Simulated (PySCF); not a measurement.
# BH3S3 (SMILES SB(S)S): levels of theory compared

Wanted: a comparison of 5 runs (HF/def2-SVP, B3LYP/6-31G*, PBE0/def2-SVP, CCSD/3-21G, CCSD(T)/aug-cc-pVDZ) of BH3S3. The job is set up through a Python script.

The results are computed with PySCF 2.14.0.

### 1 The structure to begin with

BH3S3: 7 atoms, total charge 0, spin state singlet. SMILES: `SB(S)S`. The coordinates come from a PBE0-D4/def2-TZVP relaxation.

Bond lengths: S1–B2 1.806 Å, B2–S3 1.803 Å, B2–S4 1.801 Å, S1–H5 1.343 Å, S3–H6 1.341 Å, S4–H7 1.342 Å. Angles: S1–B2–S3 115.1°, S1–B2–S4 118.6°, S3–B2–S4 126.3°, B2–S1–H5 97.0°, B2–S3–H6 97.7°, B2–S4–H7 98.6°.

### 2 Energy and gradient at HF/def2-SVP (run 1)

input.py

```python
import pyscf.grad
from pyscf import gto, scf

system = gto.Mole()
system.atom = [
    ('S', (-1.518500, 1.373600, 0.405600)),
    ('B', (-0.182300, 0.177300, 0.192800)),
    ('S', (0.603300, -0.370200, 1.720800)),
    ('S', (0.242900, -0.354800, -1.474600)),
    ('H', (-1.819400, 1.515200, -0.895800)),
    ('H', (1.497100, -1.207400, 1.173400)),
    ('H', (1.238100, -1.201700, -1.167800)),
]
system.spin = 0
system.max_memory = 1860
system.basis = 'def2-svp'
system.verbose = 4
system.build()

myscf = scf.RHF(system)
myscf.conv_tol = 1e-10
myscf.kernel()
if not myscf.converged:
    myscf = myscf.newton().run(myscf.mo_coeff, myscf.mo_occ)

etot = myscf.e_tot
print('Final energy', etot)
grad = myscf.Gradients().kernel()
myscf.analyze()
```

On the command line:

```bash
$ OMP_NUM_THREADS=1 python input.py
```

Standard output:

```text
PySCF version 2.14.0

[... 79 lines left out ...]
Total Energy =                       -1218.718300220084757
[... 9 lines left out ...]
MO #3   energy= -91.926928429668   occ= 2
[... 7 lines left out ...]
MO #11  energy= -6.65649101859833  occ= 2
[... 7 lines left out ...]
MO #19  energy= -0.969205257601634 occ= 2
[... 7 lines left out ...]
MO #27  energy= -0.381490423573095 occ= 2
[... 7 lines left out ...]
MO #35  energy= 0.312151139809249  occ= 0
[... 7 lines left out ...]
MO #43  energy= 0.669949708662725  occ= 0
[... 7 lines left out ...]
MO #51  energy= 0.854730428457291  occ= 0
[... 7 lines left out ...]
MO #59  energy= 1.02910105040582   occ= 0
[... 7 lines left out ...]
MO #67  energy= 1.34679435570942   occ= 0
[... 7 lines left out ...]
MO #75  energy= 1.8265316141416    occ= 0
[... 7 lines left out ...]
MO #83  energy= 2.53580366066621   occ= 0
[... 54 lines left out ...]
pop of  3 S 3s            1.62685
pop of  3 S 4s            0.00535
pop of  3 S 2px           1.99998
pop of  3 S 2py           1.99998
pop of  3 S 2pz           1.99998
pop of  3 S 3px           1.42141
pop of  3 S 3py           1.49654
pop of  3 S 3pz           1.46588
pop of  3 S 4px           0.00453
pop of  3 S 4py           0.00398
pop of  3 S 4pz           0.00260
pop of  3 S 3dxy          0.00654
pop of  3 S 3dyz          0.00402
pop of  3 S 3dz^2         0.00858
pop of  3 S 3dxz          0.00357
pop of  3 S 3dx2-y2       0.00030
pop of  4 H 1s            0.91270
pop of  4 H 2s            0.00926
pop of  4 H 2px           0.00077
pop of  4 H 2py           0.00057
pop of  4 H 2pz           0.00577
pop of  5 H 1s            0.92073
pop of  5 H 2s            0.00848
pop of  5 H 2px           0.00314
pop of  5 H 2py           0.00285
pop of  5 H 2pz           0.00108
pop of  6 H 1s            0.91879
pop of  6 H 2s            0.00871
pop of  6 H 2px           0.00371
pop of  6 H 2py           0.00288
pop of  6 H 2pz           0.00045
 ** Mulliken atomic charges  **
charge of    0S =     -0.05217
charge of    1B =     -0.05361
charge of    2S =     -0.04429
charge of    3S =     -0.05006
charge of    4H =      0.07094
charge of    5H =      0.06372
charge of    6H =      0.06546
Dipole moment(X, Y, Z, Debye):  1.20188, -1.16331, -1.12518
```

Run time: 5.4 s. Hardware: 1 thread of Intel Xeon at 2.70GHz, shared host; peak memory 0.17 GiB.

### 3 Energy and forces at B3LYP/6-31G(d) (spherical functions) (run 2)

start.xyz

```xyz
7
BH3S3
S     -1.518500     1.373600     0.405600
B     -0.182300     0.177300     0.192800
S      0.603300    -0.370200     1.720800
S      0.242900    -0.354800    -1.474600
H     -1.819400     1.515200    -0.895800
H      1.497100    -1.207400     1.173400
H      1.238100    -1.201700    -1.167800
```

calc.py

```python
import pyscf.grad
from pyscf import gto, dft

mol = gto.M(
    atom='start.xyz',
    spin=0,
    max_memory=1860,
    basis='6-31g*',
    verbose=4,
)

ks = dft.RKS(mol, xc='b3lyp')
ks.grids.level = 5
ks.conv_tol = 1e-10
ks.kernel()
if not ks.converged:
    ks = ks.newton().run(ks.mo_coeff, ks.mo_occ)

e_final = ks.e_tot
print('Final energy', e_final)
grad = ks.Gradients().kernel()
ks.analyze()
```

On the command line:

```bash
$ OMP_NUM_THREADS=1 python calc.py
```

Standard output:

```text
PySCF version 2.14.0

[... 94 lines left out ...]
One-electron Energy =                -2159.494543621497542
[... 8 lines left out ...]
MO #4   energy= -7.95609395937642  occ= 2
[... 6 lines left out ...]
MO #11  energy= -5.91289780154484  occ= 2
[... 6 lines left out ...]
MO #18  energy= -0.744505074247075 occ= 2
[... 6 lines left out ...]
MO #25  energy= -0.340430922954716 occ= 2
[... 6 lines left out ...]
MO #32  energy= 0.0576827803208666 occ= 0
[... 6 lines left out ...]
MO #39  energy= 0.324193477100539  occ= 0
[... 6 lines left out ...]
MO #46  energy= 0.389370671816111  occ= 0
[... 6 lines left out ...]
MO #53  energy= 0.675118105530931  occ= 0
[... 6 lines left out ...]
MO #60  energy= 0.81938690682555   occ= 0
[... 6 lines left out ...]
MO #67  energy= 1.1213494773179    occ= 0
[... 6 lines left out ...]
MO #74  energy= 1.8556161192844    occ= 0
[... 45 lines left out ...]
pop of  2 S 4py           0.00821
pop of  2 S 4pz           0.00510
pop of  2 S 3dxy          0.00534
pop of  2 S 3dyz          0.00490
pop of  2 S 3dz^2         0.00465
pop of  2 S 3dxz          0.00605
pop of  2 S 3dx2-y2       0.00027
pop of  3 S 1s            2.00000
pop of  3 S 2s            1.99984
pop of  3 S 3s            1.65763
pop of  3 S 4s            0.00671
pop of  3 S 2px           1.99990
pop of  3 S 2py           1.99990
pop of  3 S 2pz           1.99989
pop of  3 S 3px           1.40984
pop of  3 S 3py           1.48145
pop of  3 S 3pz           1.42718
pop of  3 S 4px           0.00893
pop of  3 S 4py           0.00766
pop of  3 S 4pz           0.00590
pop of  3 S 3dxy          0.00700
pop of  3 S 3dyz          0.00332
pop of  3 S 3dz^2         0.00724
pop of  3 S 3dxz          0.00325
pop of  3 S 3dx2-y2       0.00041
pop of  4 H 1s            0.89790
pop of  4 H 2s            0.00816
pop of  5 H 1s            0.90654
pop of  5 H 2s            0.00769
pop of  6 H 1s            0.90546
pop of  6 H 2s            0.00799
 ** Mulliken atomic charges  **
charge of    0S =     -0.01990
charge of    1B =     -0.20445
charge of    2S =     -0.01587
charge of    3S =     -0.02604
charge of    4H =      0.09395
charge of    5H =      0.08577
charge of    6H =      0.08655
Dipole moment(X, Y, Z, Debye):  1.12479, -1.08939, -1.05951
```

It took 27 s on 1 thread of Intel Xeon at 2.70GHz, shared host; peak memory 0.73 GiB.

Runs 3 to 4 aren't shown in full; the table further down has their settings and results.

### 4 A single-point energy at CCSD(T)/aug-cc-pVDZ (run 5)

run.py

```python
from pyscf import gto, cc

system = gto.Mole()
system.atom = '''
S     -1.518500     1.373600     0.405600
B     -0.182300     0.177300     0.192800
S      0.603300    -0.370200     1.720800
S      0.242900    -0.354800    -1.474600
H     -1.819400     1.515200    -0.895800
H      1.497100    -1.207400     1.173400
H      1.238100    -1.201700    -1.167800
'''
system.max_memory = 1860
system.verbose = 4
system.basis = 'aug-cc-pvdz'
system.charge = 0
system.build()

myscf = system.RHF()
myscf.conv_tol = 1e-10
myscf.kernel()
if not myscf.converged:
    myscf = myscf.newton().run(myscf.mo_coeff, myscf.mo_occ)

mycc = cc.CCSD(myscf, frozen=16)
mycc.kernel()
e_t = mycc.ccsd_t()
etot = mycc.e_tot + e_t
print('E(%s) = %.9f' % ('CCSD(T)', etot))
dip = myscf.dip_moment()
pop, q = myscf.mulliken_pop()
```

On the command line:

```bash
$ OMP_NUM_THREADS=1 python run.py
```

Standard output:

```text
PySCF version 2.14.0

[... 63 lines left out ...]
converged SCF energy = -1219.12716130458
[... 12 lines left out ...]
Init t2, MP2 energy = -1219.64374194973  E_corr(MP2) -0.516580645149224
[... 12 lines left out ...]
CCSD converged
[... 3 lines left out ...]
Dipole moment(X, Y, Z, Debye):  1.05845, -1.02370, -0.98174
[... 100 lines left out ...]
pop of  3 S 4dxy          0.00218
pop of  3 S 4dyz          0.00763
pop of  3 S 4dz^2         0.00563
pop of  3 S 4dxz          0.00884
pop of  3 S 4dx2-y2       0.00138
pop of  4 H 1s            0.69785
pop of  4 H 2s            0.20298
pop of  4 H 3s            0.01166
pop of  4 H 2px           0.00680
pop of  4 H 2py           0.00646
pop of  4 H 2pz           0.02083
pop of  4 H 3px           0.00629
pop of  4 H 3py           0.00921
pop of  4 H 3pz          -0.00907
pop of  5 H 1s            0.70171
pop of  5 H 2s            0.21208
pop of  5 H 3s            0.01586
pop of  5 H 2px           0.01371
pop of  5 H 2py           0.01312
pop of  5 H 2pz           0.00710
pop of  5 H 3px           0.00449
pop of  5 H 3py           0.00703
pop of  5 H 3pz           0.00595
pop of  6 H 1s            0.70161
pop of  6 H 2s            0.20620
pop of  6 H 3s            0.01063
pop of  6 H 2px           0.01549
pop of  6 H 2py           0.01326
pop of  6 H 2pz           0.00510
pop of  6 H 3px           0.00348
pop of  6 H 3py           0.00732
pop of  6 H 3pz           0.00779
 ** Mulliken atomic charges  **
charge of    0S =     -0.31921
charge of    1B =      0.76163
charge of    2S =     -0.26985
charge of    3S =     -0.26761
charge of    4H =      0.04699
charge of    5H =      0.01895
charge of    6H =      0.02911
```

Wall time 1.9 min (1 thread of Intel Xeon at 2.70GHz, shared host); peak memory 1.9 GiB.

### 5 Overview of the runs

| run | level | integration grid | task | energy (Eh) | dipole moment (D) of the reference | HOMO energy (eV) | LUMO energy (eV) | wall time |
| --- | --- | --- | --- | --- | --- | --- | --- | --- |
| 1 | HF/def2-SVP | – | gradient | -1218.718300 | 2.02 | -10.15 | 3.14 | 5.4 s |
| 2 | B3LYP/6-31G* (spherical functions) | 5 | gradient | -1221.295996 | 1.89 | -7.20 | -0.70 | 27 s |
| 3 | PBE0/def2-SVP | 5 | gradient | -1220.475243 | 1.92 | -7.39 | -0.34 | 25 s |
| 4 | CCSD/3-21G | – | energy | -1213.288809 | 2.51 | -10.57 | 2.69 | 2.1 s |
| 5 | CCSD(T)/aug-cc-pVDZ | – | energy | -1219.715612 | 1.77 | -10.27 | 0.89 | 1.9 min |

### 6 Outcome

| quantity | value |
| --- | --- |
| run 5: total energy | -1219.71561 Eh |
| run 5: dipole moment (Hartree–Fock density) | 1.77 D |
| run 5: HOMO energy (Hartree–Fock orbitals) | -10.27 eV |
| run 5: LUMO energy (Hartree–Fock orbitals) | 0.89 eV |
| run 5: HOMO–LUMO gap (Hartree–Fock orbitals) | 11.16 eV |
| run 5: correlation energy (16 core orbitals frozen) | -588.5 mEh |
| run 5: (T) correction | -22.41 mEh |
| run 5: T1 diagnostic | 0.014 |

**Reading.** Over runs 1, 2, 3 the dipole moment (its size) runs from 1.89 D (B3LYP/6-31G*) to 2.02 D (HF/def2-SVP). The two ends differ in method and basis. Over runs 1, 2, 3 the HOMO–LUMO gap runs from 6.50 eV (B3LYP/6-31G*) to 13.29 eV (HF/def2-SVP). Totals of different functionals can't be ranked against each other. All runs together took 2.9 min, the longest 1.9 min.
